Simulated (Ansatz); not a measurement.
# V: squeezing one contact

One table from this session's results is given with a row withheld; the runs are named, their logs left out.

Program: Ansatz 0.2.0. Level of theory: DFT PBEsol, with the methods named in each step. These are calculated values, not measurements.

1 further run of the same task is left out (it didn't finish). Runs told in other sessions of the task aren't counted.

### The starting structure

The structure is cubic, space group Fd-3m (No. 227). The conventional cell has a = 5.127 Å, b = 5.127 Å, c = 5.127 Å, α = 90.00°, β = 90.00°, γ = 90.00°. Around V (site symmetry -43m) lie 4 V at 2.22 Å.

As a file:

```
CELL_PARAMETERS angstrom
0.00000 2.56357 2.56357
2.56357 0.00000 2.56357
2.56357 2.56357 0.00000
ATOMIC_POSITIONS crystal
V 0.87500 0.87500 0.87500
V 0.12500 0.12500 0.12500
```

Atoms are numbered in the order of the input: V1, V2.

The first run:

input.yaml

```yaml
crystal:
  lattice:
    - [0.0, 2.5635698487, 2.5635698487]
    - [2.5635698487, 0.0, 2.5635698487]
    - [2.5635698487, 2.5635698487, 0.0]
  atoms:
    - { symbol: V, position: [-0.125, -0.125, -0.125] }
    - { symbol: V, position: [0.125, 0.125, 0.125] }
kpoints:
  mp_grid: { grid: [10, 10, 10] }
scf:
  occupations: { method: fermi_dirac, width: 0.05 }
hamiltonian:
  xc: pbesol
  pseudopotentials: { kind: paw }
output:
  forces: true
  stress: true
  eigenvalues: true
  populations: true
```

Started as:

```bash
$ ansatz run input.yaml --threads 1 --pin off --max-ram 2048MiB --backend cpu --events-out ev --progress --plain --runs-dir out
```

Steps of the session up to this table: Shortest bond scaled by 1, PAW; Shortest bond scaled by 0.94, PAW; Shortest bond scaled by 0.88, PAW; Shortest bond scaled by 0.82, PAW; Shortest bond scaled by 0.58, PAW; Shortest bond scaled by 0.58, PAW (source ansatz).

One of the session's tables, all rows but one given; the rest of the session is left out.

```
             method  length (Å)  F from the given length (eV/cell)  force along the bond (eV/Å)  pressure (GPa)  largest force (eV/Å)
                PAW       1.288                             12.211                      108.744          224.81               108.744
                PAW       1.820                                  ?                            ?               ?                     ?
                PAW       1.954                             -0.266                       -1.637            3.25                 1.637
                PAW       2.087                             -0.079                       -1.096            2.67                 1.096
                PAW       2.220                              0.000                        0.000            2.89                 0.000
PAW (source ansatz)       1.288                                  –                       71.463          150.84                71.463
```

Estimate the missing values for PAW, 1.820.

The run gave: F from the given length (eV/cell): -0.485; force along the bond (eV/Å): -1.347; pressure (GPa): 5.95; largest force (eV/Å): 1.347.
